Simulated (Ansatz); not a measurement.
# GaGeH2 (doublet): wB97M-V, B2PLYP, RPA-PBE over vertical spin and charge gaps and displaced geometries, cc-pVDZ

Aim: run GaGeH2 (doublet) with these functionals over vertical spin and charge gaps and displaced geometries, and hold them against the top wave-function level at the same points.

Computed with Ansatz 0.2.0, Gaussian basis. Level: cc-pVDZ, all electrons in the functionals, frozen cores in the correlation of double hybrids and RPA.

To be run: wB97M-V, B2PLYP, RPA-PBE, at charge 0, doublet; charge 0, quartet; charge 1, singlet; charge 1, triplet; displaced geometry v1; displaced geometry v2.

17 further runs of the same task are left out: 1 for a known fault of the program, 1 for a mislabelled method, 4 that didn't finish, 11 set aside as unsound or not needed.

## (1) The system

The geometry is a PBE0/def2-TZVP stationary point (not a proven minimum). No spin-orbit coupling is included. The filled d shell of Ge, Ga may be among the frozen orbitals whatever the setting's name suggests; the logs give the count.

4 atoms, charge 0, spin multiplicity 2.

Atoms are counted from 1 here; the program's logs count them from 0.

Bond lengths: Ge1–Ga2 2.339 Å, Ge1–H3 1.691 Å, Ga2–H4 1.582 Å. Angles: Ga2–Ge1–H3 58.6°, Ge1–Ga2–H4 163.6°.

As a file:

```xyz
4
GaGeH2
Ge    0.00000   -0.00365    1.16292
Ga    0.00000   -0.02285   -1.17647
H     0.00000    1.43254    0.26946
H     0.00000    0.41148   -2.69722
```

No dispersion term is added; wB97M-V holds VV10 nonlocal correlation.

The geometry shown and the zero of energy belong to the point charge 0, doublet. The yardstick, UCCSDT(Q), and other wave-function levels (R restricted, U unrestricted, valence and pair active spaces) come from earlier runs.

## (2) wB97M-V, charge 0, doublet

in.yaml reads:

```yaml
crystal:
  periodic: [false, false, false]
  atoms:
    - {symbol: Ge, position_ang: [0.000000, -0.003654, 1.162916]}
    - {symbol: Ga, position_ang: [0.000000, -0.022851, -1.176473]}
    - {symbol: H, position_ang: [0.000000, 1.432545, 0.269458]}
    - {symbol: H, position_ang: [0.000000, 0.411477, -2.697219]}
basis:
  gaussian: {orbitals: cc-pVDZ}
magnetization: {spin_polarized: true, initial_magnetization: 1}
hamiltonian: {xc: {name: wB97M-V}}
output: {orbitals: {seedname: orbitals}}
```

Launch:

```
ansatz run in.yaml --threads 1 --pin off --events-out ev --progress --plain --max-ram 2393MiB
```

Log (excerpt; [...] marks lines left out):

```text
Functional definition: wB97M-V
  name "wB97M-V"
  cite "Mardirossian & Head-Gordon, J. Chem. Phys. 144, 214110 (2016) doi:10.1063/1.4952647"
  cite "Becke, J. Chem. Phys. 107, 8554 (1997) doi:10.1063/1.475007"
  cite "Vydrov & Van Voorhis, J. Chem. Phys. 133, 244103 (2010) doi:10.1063/1.3521275"
  # Of w^i u^j: cxij and so on, Table III.
[...]
  gx(w, u) = 1 - cx + cx01*u + cx10*w
  gss(w, u) = css00 + css04*u^4 + css10*w + css20*w^2 + css43*w^4*u^3
  gos(w, u) = cos00 + cos10*w + (cos20 + cos21*u)*w^2 + (cos60 + cos61*u)*w^6
[...]
      + integral(e_c_pw_mod_opposite_spin*gos(b97_w_opposite, b97_u_opposite)) + vv10(b, c)
738 factors; integrals over basis functions are off by at most 1.0e-3 eV
202 factors; integrals over basis functions are off by at most 6.2e-6 eV
[...]
mean field -108919.53891736 eV, -4002.7192268980 hartree, gradient 5.2e-5 eV, S^2 0.752082; 0 other end points of the search recorded, 0 dependent functions left out
reference -108919.53895533 eV, -4002.7192282933 hartree; 33, 32 occupied and 31, 32 virtual orbitals, 738 factors
Total energy: -108919.53895533 eV, -4002.7192282933 hartree
```

It took 8.5 s on 1 thread of Intel Xeon Platinum 8488C, shared host; peak memory 0.33 GiB.

From the report: ⟨S²⟩ of the determinant 0.752 (pure doublet: 0.75).

## (3) wB97M-V, charge 0, quartet

in.yaml: that of step 2 with these lines changed.

```diff
@@ -9,4 +9,4 @@
   gaussian: {orbitals: cc-pVDZ}
-magnetization: {spin_polarized: true, initial_magnetization: 1}
+magnetization: {spin_polarized: true, initial_magnetization: 3}
 hamiltonian: {xc: {name: wB97M-V}}
-output: {orbitals: {seedname: orbitals}}
+output: {forces: true, orbitals: {seedname: orbitals}}
```

The command is unchanged.

Log (excerpt; [...] marks lines left out):

```text
Functional definition: wB97M-V
  name "wB97M-V"
  cite "Mardirossian & Head-Gordon, J. Chem. Phys. 144, 214110 (2016) doi:10.1063/1.4952647"
  cite "Becke, J. Chem. Phys. 107, 8554 (1997) doi:10.1063/1.475007"
  cite "Vydrov & Van Voorhis, J. Chem. Phys. 133, 244103 (2010) doi:10.1063/1.3521275"
  # Of w^i u^j: cxij and so on, Table III.
[...]
  gx(w, u) = 1 - cx + cx01*u + cx10*w
  gss(w, u) = css00 + css04*u^4 + css10*w + css20*w^2 + css43*w^4*u^3
  gos(w, u) = cos00 + cos10*w + (cos20 + cos21*u)*w^2 + (cos60 + cos61*u)*w^6
[...]
      + integral(e_c_pw_mod_opposite_spin*gos(b97_w_opposite, b97_u_opposite)) + vv10(b, c)
738 factors; integrals over basis functions are off by at most 1.0e-3 eV
202 factors; integrals over basis functions are off by at most 6.2e-6 eV
[...]
mean field -108916.17004525 eV, -4002.5954231312 hartree, gradient 1.1e-5 eV, S^2 3.756179; 5 other end points of the search recorded, 0 dependent functions left out
[...]
reference -108916.17008148 eV, -4002.5954244628 hartree; 34, 31 occupied and 30, 33 virtual orbitals, 738 factors
Total energy: -108916.17008148 eV, -4002.5954244628 hartree
Atom 0 at     0.000000    -0.003654     1.162916 Å, force     0.000000     0.481345     2.317290 eV/Å
Atom 1 at     0.000000    -0.022851    -1.176473 Å, force    -0.000000    -1.198495    -1.927124 eV/Å
Atom 2 at     0.000000     1.432545     0.269458 Å, force    -0.000000    -0.230658    -0.513050 eV/Å
Atom 3 at     0.000000     0.411477    -2.697219 Å, force    -0.000000     0.947808     0.122883 eV/Å
Dipole moment:     0.000000     0.176922     0.005765 e Å
```

Run time: 18 s. Hardware: 1 thread of Intel Xeon Platinum 8488C, shared host; peak memory 0.35 GiB.

From the report: ⟨S²⟩ of the determinant 3.756 (pure quartet: 3.75).

From charge 0, doublet: +325.0 kJ/mol.

## (4) wB97M-V, charge 1, singlet

in.yaml: that of step 3 with these lines changed.

```diff
@@ -9,3 +9,4 @@
   gaussian: {orbitals: cc-pVDZ}
-magnetization: {spin_polarized: true, initial_magnetization: 3}
+total_charge: 1
+magnetization: {spin_polarized: true, initial_magnetization: 0}
 hamiltonian: {xc: {name: wB97M-V}}
```

The command is unchanged.

Log (excerpt; [...] marks lines left out):

```text
Functional definition: wB97M-V
  name "wB97M-V"
  cite "Mardirossian & Head-Gordon, J. Chem. Phys. 144, 214110 (2016) doi:10.1063/1.4952647"
  cite "Becke, J. Chem. Phys. 107, 8554 (1997) doi:10.1063/1.475007"
  cite "Vydrov & Van Voorhis, J. Chem. Phys. 133, 244103 (2010) doi:10.1063/1.3521275"
  # Of w^i u^j: cxij and so on, Table III.
[...]
  gx(w, u) = 1 - cx + cx01*u + cx10*w
  gss(w, u) = css00 + css04*u^4 + css10*w + css20*w^2 + css43*w^4*u^3
  gos(w, u) = cos00 + cos10*w + (cos20 + cos21*u)*w^2 + (cos60 + cos61*u)*w^6
[...]
      + integral(e_c_pw_mod_opposite_spin*gos(b97_w_opposite, b97_u_opposite)) + vv10(b, c)
738 factors; integrals over basis functions are off by at most 1.0e-3 eV
202 factors; integrals over basis functions are off by at most 6.2e-6 eV
[...]
mean field -108912.11015339 eV, -4002.4462248573 hartree, gradient 2.4e-6 eV, S^2 0.000000; 1 other end points of the search recorded, 0 dependent functions left out
[...]
reference -108912.11019460 eV, -4002.4462263719 hartree; 32, 32 occupied and 32, 32 virtual orbitals, 738 factors
Total energy: -108912.11019460 eV, -4002.4462263719 hartree
Atom 0 at     0.000000    -0.003654     1.162916 Å, force    -0.000000     0.146941     1.496638 eV/Å
Atom 1 at     0.000000    -0.022851    -1.176473 Å, force     0.000000    -0.030510    -2.268015 eV/Å
Atom 2 at     0.000000     1.432545     0.269458 Å, force    -0.000000     0.062802     0.336279 eV/Å
Atom 3 at     0.000000     0.411477    -2.697219 Å, force    -0.000000    -0.179232     0.435098 eV/Å
Dipole moment:     0.000000    -0.052534    -0.161280 e Å
```

It took 12 s on 1 thread of Intel Xeon Platinum 8488C, shared host; peak memory 0.35 GiB.

From the report: ⟨S²⟩ of the determinant 0.000 (pure singlet: 0.00).

From charge 0, doublet: +716.8 kJ/mol.

## (5) wB97M-V, charge 1, triplet

in.yaml: that of step 4 with these lines changed.

```diff
@@ -10,4 +10,4 @@
 total_charge: 1
-magnetization: {spin_polarized: true, initial_magnetization: 0}
+magnetization: {spin_polarized: true, initial_magnetization: 2}
 hamiltonian: {xc: {name: wB97M-V}}
-output: {forces: true, orbitals: {seedname: orbitals}}
+output: {orbitals: {seedname: orbitals}}
```

Same command.

Log (excerpt; [...] marks lines left out):

```text
Functional definition: wB97M-V
  name "wB97M-V"
  cite "Mardirossian & Head-Gordon, J. Chem. Phys. 144, 214110 (2016) doi:10.1063/1.4952647"
  cite "Becke, J. Chem. Phys. 107, 8554 (1997) doi:10.1063/1.475007"
  cite "Vydrov & Van Voorhis, J. Chem. Phys. 133, 244103 (2010) doi:10.1063/1.3521275"
  # Of w^i u^j: cxij and so on, Table III.
[...]
  gx(w, u) = 1 - cx + cx01*u + cx10*w
  gss(w, u) = css00 + css04*u^4 + css10*w + css20*w^2 + css43*w^4*u^3
  gos(w, u) = cos00 + cos10*w + (cos20 + cos21*u)*w^2 + (cos60 + cos61*u)*w^6
[...]
      + integral(e_c_pw_mod_opposite_spin*gos(b97_w_opposite, b97_u_opposite)) + vv10(b, c)
738 factors; integrals over basis functions are off by at most 1.0e-3 eV
202 factors; integrals over basis functions are off by at most 6.2e-6 eV
[...]
mean field -108910.76035911 eV, -4002.3966208324 hartree, gradient 5.5e-5 eV, S^2 2.011043; 2 other end points of the search recorded, 0 dependent functions left out
reference -108910.76039773 eV, -4002.3966222519 hartree; 33, 31 occupied and 31, 33 virtual orbitals, 738 factors
Total energy: -108910.76039773 eV, -4002.3966222519 hartree
```

Wall time 12 s (1 thread of Intel Xeon Platinum 8488C, shared host); peak memory 0.34 GiB.

From the report: ⟨S²⟩ of the determinant 2.011 (pure triplet: 2.00).

From charge 0, doublet: +847.0 kJ/mol.

## (6) wB97M-V, displaced geometry v1

in.yaml reads:

```yaml
crystal:
  periodic: [false, false, false]
  atoms:
    - {symbol: Ge, position_ang: [0.000462, 0.003977, 1.168845]}
    - {symbol: Ga, position_ang: [-0.000371, -0.031362, -1.181697]}
    - {symbol: H, position_ang: [0.047593, 1.483344, 0.221621]}
    - {symbol: H, position_ang: [-0.055184, 0.399462, -2.715254]}
basis:
  gaussian: {orbitals: cc-pVDZ}
magnetization: {spin_polarized: true, initial_magnetization: 1}
hamiltonian: {xc: {name: wB97M-V}}
output: {orbitals: {seedname: orbitals}}
```

Same command.

Log (excerpt; [...] marks lines left out):

```text
Functional definition: wB97M-V
  name "wB97M-V"
  cite "Mardirossian & Head-Gordon, J. Chem. Phys. 144, 214110 (2016) doi:10.1063/1.4952647"
  cite "Becke, J. Chem. Phys. 107, 8554 (1997) doi:10.1063/1.475007"
  cite "Vydrov & Van Voorhis, J. Chem. Phys. 133, 244103 (2010) doi:10.1063/1.3521275"
  # Of w^i u^j: cxij and so on, Table III.
[...]
  gx(w, u) = 1 - cx + cx01*u + cx10*w
  gss(w, u) = css00 + css04*u^4 + css10*w + css20*w^2 + css43*w^4*u^3
  gos(w, u) = cos00 + cos10*w + (cos20 + cos21*u)*w^2 + (cos60 + cos61*u)*w^6
[...]
      + integral(e_c_pw_mod_opposite_spin*gos(b97_w_opposite, b97_u_opposite)) + vv10(b, c)
738 factors; integrals over basis functions are off by at most 1.2e-3 eV
201 factors; integrals over basis functions are off by at most 6.1e-6 eV
[...]
mean field -108919.52035298 eV, -4002.7185446695 hartree, gradient 5.0e-5 eV, S^2 0.752154; 0 other end points of the search recorded, 0 dependent functions left out
reference -108919.52039101 eV, -4002.7185460670 hartree; 33, 32 occupied and 31, 32 virtual orbitals, 738 factors
Total energy: -108919.52039101 eV, -4002.7185460670 hartree
```

Run time: 9.5 s. Hardware: 1 thread of Intel Xeon Platinum 8488C, shared host; peak memory 0.33 GiB.

From the report: ⟨S²⟩ of the determinant 0.752 (pure doublet: 0.75).

From charge 0, doublet: +1.8 kJ/mol.

## (7) wB97M-V, displaced geometry v2

in.yaml reads:

```yaml
crystal:
  periodic: [false, false, false]
  atoms:
    - {symbol: Ge, position_ang: [0.080273, -0.006976, 1.157143]}
    - {symbol: Ga, position_ang: [-0.084602, -0.017799, -1.170653]}
    - {symbol: H, position_ang: [-0.007981, 1.405173, 0.267098]}
    - {symbol: H, position_ang: [0.075127, 0.328835, -2.681365]}
basis:
  gaussian: {orbitals: cc-pVDZ}
magnetization: {spin_polarized: true, initial_magnetization: 1}
hamiltonian: {xc: {name: wB97M-V}}
output: {orbitals: {seedname: orbitals}}
```

Launched as before.

Log (excerpt; [...] marks lines left out):

```text
Functional definition: wB97M-V
  name "wB97M-V"
  cite "Mardirossian & Head-Gordon, J. Chem. Phys. 144, 214110 (2016) doi:10.1063/1.4952647"
  cite "Becke, J. Chem. Phys. 107, 8554 (1997) doi:10.1063/1.475007"
  cite "Vydrov & Van Voorhis, J. Chem. Phys. 133, 244103 (2010) doi:10.1063/1.3521275"
  # Of w^i u^j: cxij and so on, Table III.
[...]
  gx(w, u) = 1 - cx + cx01*u + cx10*w
  gss(w, u) = css00 + css04*u^4 + css10*w + css20*w^2 + css43*w^4*u^3
  gos(w, u) = cos00 + cos10*w + (cos20 + cos21*u)*w^2 + (cos60 + cos61*u)*w^6
[...]
      + integral(e_c_pw_mod_opposite_spin*gos(b97_w_opposite, b97_u_opposite)) + vv10(b, c)
738 factors; integrals over basis functions are off by at most 1.1e-3 eV
201 factors; integrals over basis functions are off by at most 5.5e-6 eV
[...]
mean field -108919.51448117 eV, -4002.7183288845 hartree, gradient 8.2e-5 eV, S^2 0.752230; 0 other end points of the search recorded, 0 dependent functions left out
reference -108919.51451902 eV, -4002.7183302753 hartree; 33, 32 occupied and 31, 32 virtual orbitals, 738 factors
Total energy: -108919.51451902 eV, -4002.7183302753 hartree
```

Wall time 9.5 s (1 thread of Intel Xeon Platinum 8488C, shared host); peak memory 0.32 GiB.

From the report: ⟨S²⟩ of the determinant 0.752 (pure doublet: 0.75).

From charge 0, doublet: +2.4 kJ/mol.

## (8) B2PLYP, charge 0, doublet

in.yaml reads:

```yaml
crystal:
  periodic: [false, false, false]
  atoms:
    - {symbol: Ge, position_ang: [0.000000, -0.003654, 1.162916]}
    - {symbol: Ga, position_ang: [0.000000, -0.022851, -1.176473]}
    - {symbol: H, position_ang: [0.000000, 1.432545, 0.269458]}
    - {symbol: H, position_ang: [0.000000, 0.411477, -2.697219]}
basis:
  gaussian: {orbitals: cc-pVDZ}
magnetization: {spin_polarized: true, initial_magnetization: 1}
hamiltonian: {xc: {name: B2PLYP}}
correlation: {electrons: outside_noble_gas}
```

Launched as before.

Log (excerpt; [...] marks lines left out):

```text
Functional definition: B2PLYP
  name "B2PLYP"
  cite "Grimme, J. Chem. Phys. 124, 034108 (2006) doi:10.1063/1.2148954"
  cite "Becke, Phys. Rev. A 38, 3098 (1988) doi:10.1103/PhysRevA.38.3098"
  cite "Lee, Yang & Parr, Phys. Rev. B 37, 785 (1988) doi:10.1103/PhysRevB.37.785"
[...]
738 factors; integrals over basis functions are off by at most 1.0e-3 eV
[...]
mean field -108901.54626723 eV, -4002.0580092015 hartree, gradient 4.0e-6 eV, S^2 0.753860; 0 other end points of the search recorded, 0 dependent functions left out
28 core orbitals not correlated: weight in the atoms' cores, before any rotation towards them, 0.996 or more for the frozen orbitals, at most 0.002 for the correlated occupied ones
reference -108901.54639802 eV, -4002.0580140079 hartree; 5, 4 occupied and 31, 32 virtual orbitals, 738 factors
second order -4.77440966 eV of doubles, -0.00000000 eV of singles
Total energy: -108902.83548863 eV, -4002.1053872140 hartree
```

Run time: 2.8 s. Hardware: 1 thread of Intel Xeon Platinum 8488C, shared host.

From the report: ⟨S²⟩ of the determinant 0.754 (pure doublet: 0.75).

## (9) B2PLYP, charge 0, quartet

in.yaml: that of step 8 with these lines changed.

```diff
@@ -9,3 +9,3 @@
   gaussian: {orbitals: cc-pVDZ}
-magnetization: {spin_polarized: true, initial_magnetization: 1}
+magnetization: {spin_polarized: true, initial_magnetization: 3}
 hamiltonian: {xc: {name: B2PLYP}}
```

Launched as before.

Log (excerpt; [...] marks lines left out):

```text
Functional definition: B2PLYP
  name "B2PLYP"
  cite "Grimme, J. Chem. Phys. 124, 034108 (2006) doi:10.1063/1.2148954"
  cite "Becke, Phys. Rev. A 38, 3098 (1988) doi:10.1103/PhysRevA.38.3098"
  cite "Lee, Yang & Parr, Phys. Rev. B 37, 785 (1988) doi:10.1103/PhysRevB.37.785"
[...]
738 factors; integrals over basis functions are off by at most 1.0e-3 eV
[...]
mean field -108898.31552929 eV, -4001.9392817720 hartree, gradient 6.8e-6 eV, S^2 3.760695; 4 other end points of the search recorded, 0 dependent functions left out
28 core orbitals not correlated: weight in the atoms' cores, before any rotation towards them, 0.995 or more for the frozen orbitals, at most 0.003 for the correlated occupied ones
reference -108898.31566103 eV, -4001.9392866132 hartree; 6, 3 occupied and 30, 33 virtual orbitals, 738 factors
second order -4.26749536 eV of doubles, -0.00000000 eV of singles
Total energy: -108899.46788477 eV, -4001.9816300549 hartree
```

It took 4.8 s on 1 thread of Intel Xeon Platinum 8488C, shared host.

From the report: ⟨S²⟩ of the determinant 3.761 (pure quartet: 3.75).

From charge 0, doublet: +324.9 kJ/mol.

## (10) B2PLYP, charge 1, singlet

in.yaml: that of step 9 with these lines changed.

```diff
@@ -9,3 +9,4 @@
   gaussian: {orbitals: cc-pVDZ}
-magnetization: {spin_polarized: true, initial_magnetization: 3}
+total_charge: 1
+magnetization: {spin_polarized: true, initial_magnetization: 0}
 hamiltonian: {xc: {name: B2PLYP}}
```

Same command.

Log (excerpt; [...] marks lines left out):

```text
Functional definition: B2PLYP
  name "B2PLYP"
  cite "Grimme, J. Chem. Phys. 124, 034108 (2006) doi:10.1063/1.2148954"
  cite "Becke, Phys. Rev. A 38, 3098 (1988) doi:10.1103/PhysRevA.38.3098"
  cite "Lee, Yang & Parr, Phys. Rev. B 37, 785 (1988) doi:10.1103/PhysRevB.37.785"
[...]
738 factors; integrals over basis functions are off by at most 1.0e-3 eV
[...]
mean field -108894.26963815 eV, -4001.7905980152 hartree, gradient 2.6e-6 eV, S^2 0.000000; 2 other end points of the search recorded, 0 dependent functions left out
28 core orbitals not correlated: weight in the atoms' cores, before any rotation towards them, 0.996 or more for the frozen orbitals, at most 0.003 for the correlated occupied ones
reference -108894.26977307 eV, -4001.7906029734 hartree; 4, 4 occupied and 32, 32 virtual orbitals, 738 factors
second order -4.12660217 eV of doubles, -0.00000000 eV of singles
Total energy: -108895.38395566 eV, -4001.8315484282 hartree
```

Wall time 3.4 s (1 thread of Intel Xeon Platinum 8488C, shared host).

From the report: ⟨S²⟩ of the determinant 0.000 (pure singlet: 0.00).

From charge 0, doublet: +719.0 kJ/mol.

## (11) B2PLYP, charge 1, triplet

in.yaml: that of step 10 with these lines changed.

```diff
@@ -10,3 +10,3 @@
 total_charge: 1
-magnetization: {spin_polarized: true, initial_magnetization: 0}
+magnetization: {spin_polarized: true, initial_magnetization: 2}
 hamiltonian: {xc: {name: B2PLYP}}
```

Same command.

Log (excerpt; [...] marks lines left out):

```text
Functional definition: B2PLYP
  name "B2PLYP"
  cite "Grimme, J. Chem. Phys. 124, 034108 (2006) doi:10.1063/1.2148954"
  cite "Becke, Phys. Rev. A 38, 3098 (1988) doi:10.1103/PhysRevA.38.3098"
  cite "Lee, Yang & Parr, Phys. Rev. B 37, 785 (1988) doi:10.1103/PhysRevB.37.785"
[...]
738 factors; integrals over basis functions are off by at most 1.0e-3 eV
[...]
mean field -108893.08706375 eV, -4001.7471392076 hartree, gradient 6.4e-6 eV, S^2 2.017827; 2 other end points of the search recorded, 0 dependent functions left out
28 core orbitals not correlated: weight in the atoms' cores, before any rotation towards them, 0.996 or more for the frozen orbitals, at most 0.003 for the correlated occupied ones
reference -108893.08719752 eV, -4001.7471441232 hartree; 5, 3 occupied and 31, 33 virtual orbitals, 738 factors
second order -3.92746453 eV of doubles, -0.00000000 eV of singles
Total energy: -108894.14761294 eV, -4001.7861136712 hartree
```

It took 3.5 s on 1 thread of Intel Xeon Platinum 8488C, shared host.

From the report: ⟨S²⟩ of the determinant 2.018 (pure triplet: 2.00).

From charge 0, doublet: +838.3 kJ/mol.

## (12) B2PLYP, displaced geometry v1

in.yaml reads:

```yaml
crystal:
  periodic: [false, false, false]
  atoms:
    - {symbol: Ge, position_ang: [0.000462, 0.003977, 1.168845]}
    - {symbol: Ga, position_ang: [-0.000371, -0.031362, -1.181697]}
    - {symbol: H, position_ang: [0.047593, 1.483344, 0.221621]}
    - {symbol: H, position_ang: [-0.055184, 0.399462, -2.715254]}
basis:
  gaussian: {orbitals: cc-pVDZ}
magnetization: {spin_polarized: true, initial_magnetization: 1}
hamiltonian: {xc: {name: B2PLYP}}
correlation: {electrons: outside_noble_gas}
```

The command is unchanged.

Log (excerpt; [...] marks lines left out):

```text
Functional definition: B2PLYP
  name "B2PLYP"
  cite "Grimme, J. Chem. Phys. 124, 034108 (2006) doi:10.1063/1.2148954"
  cite "Becke, Phys. Rev. A 38, 3098 (1988) doi:10.1103/PhysRevA.38.3098"
  cite "Lee, Yang & Parr, Phys. Rev. B 37, 785 (1988) doi:10.1103/PhysRevB.37.785"
[...]
738 factors; integrals over basis functions are off by at most 1.2e-3 eV
[...]
mean field -108901.53285549 eV, -4002.0575163292 hartree, gradient 5.7e-6 eV, S^2 0.753977; 0 other end points of the search recorded, 0 dependent functions left out
28 core orbitals not correlated: weight in the atoms' cores, before any rotation towards them, 0.996 or more for the frozen orbitals, at most 0.002 for the correlated occupied ones
reference -108901.53298641 eV, -4002.0575211403 hartree; 5, 4 occupied and 31, 32 virtual orbitals, 738 factors
second order -4.78840130 eV of doubles, -0.00000000 eV of singles
Total energy: -108902.82585476 eV, -4002.1050331759 hartree
```

Wall time 2.8 s (1 thread of Intel Xeon Platinum 8488C, shared host).

From the report: ⟨S²⟩ of the determinant 0.754 (pure doublet: 0.75).

From charge 0, doublet: +0.9 kJ/mol.

[end of part 1 of 2]
